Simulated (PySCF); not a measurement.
**C3H9ClSSi2: electronic excitations**

What electronic excitations should C3H9ClSSi2 (`CS[Si@@H](Cl)/C=C\[SiH3]`) show?

Computed with PySCF 2.14.0, with density-fitted response routines of our own, on a single molecule in the gas phase. Atoms count from 0, in the outputs and in this text.

## Step 1: The molecule as given

16 atoms, charge 0, multiplicity 1; geometry from: GFN2-xTB.

Bonds of the start (Å): C0–S1 1.82, S1–Si2 2.15, Si2–Cl3 2.03, Si2–C4 1.87, C4–C5 1.33, C5–Si6 1.88, C0–H7 1.09, C0–H8 1.09, C0–H9 1.08, Si2–H10 1.46, C4–H11 1.09, C5–H12 1.09, Si6–H13 1.47, Si6–H14 1.46, Si6–H15 1.46.

## Step 2: Ultraviolet spectrum: wB97X-D/def2-SVPD

What the job is given:

```
{"job": {"kind": "uv", "xc": "wB97X-D", "basis": "def2-SVPD", "nstates": 8, "ntriplets": 3}, "charge": 0, "multiplicity": 1}
C      3.566676    -0.288107     0.624424
S      2.350513    -0.469838    -0.715197
Si     0.529749    -0.082039     0.364546
Cl     0.696546     1.656927     1.393843
C     -0.769191     0.003803    -0.982826
C     -2.084709     0.110087    -0.810595
Si    -3.053695     0.203627     0.801200
H      3.465148     0.694653     1.073430
H      3.410495    -1.065488     1.365737
H      4.547666    -0.393847     0.174125
H      0.358340    -1.141872     1.353271
H     -0.375726    -0.041080    -1.994717
H     -2.701493     0.150986    -1.704732
H     -3.943352    -0.959762     0.849310
H     -2.160470     0.194341     1.958368
H     -3.844096     1.436553     0.773370
```

Method: TDDFT wB97X-D/def2-SVPD, vertical, gas phase, core orbitals frozen in the response.

Command:

```console
> OMP_NUM_THREADS=1 python probes_run.py task.json out
```

One launch serves the whole session: the jobs run in the order shown.

Log:

```text
coarse grid: 15336 points
cycle   1  E = -1556.3600142906  dE =  5.340e-01  |g| = 3.655e-01  |ddm| = 5.264e+00
cycle   2  E = -1556.3861830738  dE = -2.617e-02  |g| = 2.645e-01  |ddm| = 1.477e+00
cycle   3  E = -1556.4057805368  dE = -1.960e-02  |g| = 3.296e-02  |ddm| = 6.188e-01
cycle   4  E = -1556.4061809590  dE = -4.004e-04  |g| = 1.497e-02  |ddm| = 1.429e-01
cycle   5  E = -1556.4062435258  dE = -6.257e-05  |g| = 5.581e-03  |ddm| = 3.688e-02
cycle   6  E = -1556.4062524812  dE = -8.955e-06  |g| = 1.184e-03  |ddm| = 1.258e-02
final grid: 129320 points
cycle   7  E = -1556.5907790548  dE = -8.534e-05  |g| = 4.932e-03  |ddm| = 1.222e-01
cycle   8  E = -1556.5907828291  dE = -3.774e-06  |g| = 3.100e-03  |ddm| = 1.811e-02
cycle   9  E = -1556.5907851347  dE = -2.306e-06  |g| = 6.541e-04  |ddm| = 5.938e-03
cycle  10  E = -1556.5907852482  dE = -1.135e-07  |g| = 3.009e-04  |ddm| = 1.567e-03
cycle  11  E = -1556.5907852746  dE = -2.647e-08  |g| = 7.174e-05  |ddm| = 6.661e-04
cycle  12  E = -1556.5907852763  dE = -1.715e-09  |g| = 1.967e-05  |ddm| = 1.961e-04
cycle  13  E = -1556.5907852765  dE = -1.783e-10  |g| = 4.042e-06  |ddm| = 6.164e-05
converged SCF energy = -1556.5907852765

Static polarisability (au): isotropic 123.710, principal 96.676 112.977 161.475

Singlet excitations
state   eV       nm        f      main configurations
  1   5.3740    230.7   0.03777   H->L 0.74, H->L+1 0.14
  2   5.7803    214.5   0.00375   H-3->L 0.47, H-2->L 0.31
  3   5.9878    207.1   0.03829   H->L+1 0.52, H->L 0.22
  4   6.5608    189.0   0.38386   H-1->L 0.85
  5   6.6668    186.0   0.03597   H->L+3 0.31, H->L+4 0.31, H->L+8 0.09
  6   6.8076    182.1   0.06777   H-2->L 0.55, H-3->L 0.36
  7   7.1393    173.7   0.00505   H->L+4 0.39, H->L+5 0.26, H->L+3 0.16
  8   7.2790    170.3   0.01157   H->L+2 0.43, H->L+7 0.17, H->L+5 0.10

Triplet excitations (Tamm-Dancoff, eV): 4.1346 5.0937 5.2786
```

Run time: 1.8 min. Hardware: 1 thread of Arm Neoverse N1, shared host; peak memory 1.1 GiB.

Frontier orbitals and where they lie:

```tsv
orbital	eV	atoms
HOMO−3	-10.45	Cl3 24 %, C4 13 %, S1 12 %
HOMO−2	-10.32	S1 23 %, C4 18 %, C5 17 %
HOMO−1	-10.13	C4 25 %, C5 24 %, S1 15 %
HOMO	-8.85	S1 71 %, C0 10 %, Si2 7 %
LUMO	0.40	C5 29 %, C4 29 %, Si2 12 %
LUMO+1	1.68	S1 30 %, Si2 14 %, Si6 10 %
LUMO+2	1.96	Si6 18 %, Cl3 17 %, S1 10 %
```

With each of the 8 states as a Gaussian band of 0.4 eV half-width at 1/e, the curve within the window shown has maxima at 188 nm (ε 19,000) L/(mol cm). Beyond the last state computed it falls off for lack of states. The curve at chosen wavelengths:

(nm, ε (L/mol/cm)): (164, 426), (168, 1119), (172, 2764), (176, 6187), (179, 10006), (183, 15473), (187, 18838), (191, 18358), (195, 14753), (199, 10212), (202, 7297), (206, 4601), (210, 3095), (214, 2344), (218, 2010), (222, 1888), (225, 1851), (229, 1792), (233, 1660), (237, 1440), (241, 1161), (245, 870), (248, 668), (252, 444), (256, 278), (260, 164)

Ground-state properties from the same run:

```tsv
property	computed
dipole moment (D)	0.76
polarisability (Å³)	18.33
HOMO–LUMO gap (eV)	9.25
−ε(HOMO) (eV)	8.85
```

## Step 3: Results

| quantity | value |
| --- | --- |
| lowest singlet (wB97X-D/def2-SVPD) | 5.37 eV (231 nm), f = 0.038 |
| brightest single state of those computed | state 4, 6.56 eV, f = 0.384 |
| lowest triplet | 4.13 eV |

What this shows: The first singlet state (HOMO→LUMO 0.74, HOMO→LUMO+1 0.14) lies at 5.37 eV and is weak; of the 8 states computed, the strongest absorption comes from state 4 at 6.56 eV. The lowest triplet lies 1.24 eV below the lowest singlet (triplets in Tamm-Dancoff, singlets in full TDDFT).
